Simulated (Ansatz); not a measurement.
Crystal: Hf2Pd2Se2Br2O3.

```
Hf Pd Se Br O
1.0
     3.72613    0.00000    0.00000
    -1.86306    3.22692    0.00000
     0.00000    0.00000   17.00867
Hf Pd Se Br O
2 2 2 2 3
Direct
  0.66667 0.33333 0.93385
  0.33333 0.66667 0.06615
  0.00000 0.00000 0.30298
  0.00000 0.00000 0.69702
  0.33333 0.66667 0.22649
  0.66667 0.33333 0.77351
  0.66667 0.33333 0.39862
  0.33333 0.66667 0.60138
  0.33333 0.66667 0.92689
  0.66667 0.33333 0.07311
  0.00000 0.00000 0.00000
```

The cell was built by a generator and needn't be a form met in nature.

Base run:

| Item | Value |
| --- | --- |
| Program | Ansatz 0.2.0 |
| Functional | PBE |
| Potentials or basis | Ansatz PAW |
| Cutoff | 420 eV |
| Density cutoff | 1680 eV |
| k mesh | 8 × 8 × 2 |
| Occupations | fermi-dirac, width 0.05 eV |
| Spin | no spin polarisation |
| Hubbard terms | Hf d U = 6 eV, Pd d U = 6 eV |

Its results: band gap on the k mesh none (metal or under the smearing width); pressure 3.6 GPa; largest force 1.365 eV/Å.

Task: The run is repeated on the same cell with these changes: hubbard terms from Hf d U = 6 eV, Pd d U = 6 eV to Hf d U = 4 eV, Pd d U = 4 eV. What comes out?

Result: Band gap on the k mesh none (metal or under the smearing width); pressure 2.2 GPa; largest force 0.786 eV/Å.

Caveats: this functional lacks dispersion, which binds the layers, so the pressure and a relaxed spacing across them are unreliable; U without spin polarisation on a metal has little footing; forces of over 1 eV/Å show positions far from the minimum, so gaps and moduli don't describe the material at rest (some runs).

Not every run made on this cell is shown here.
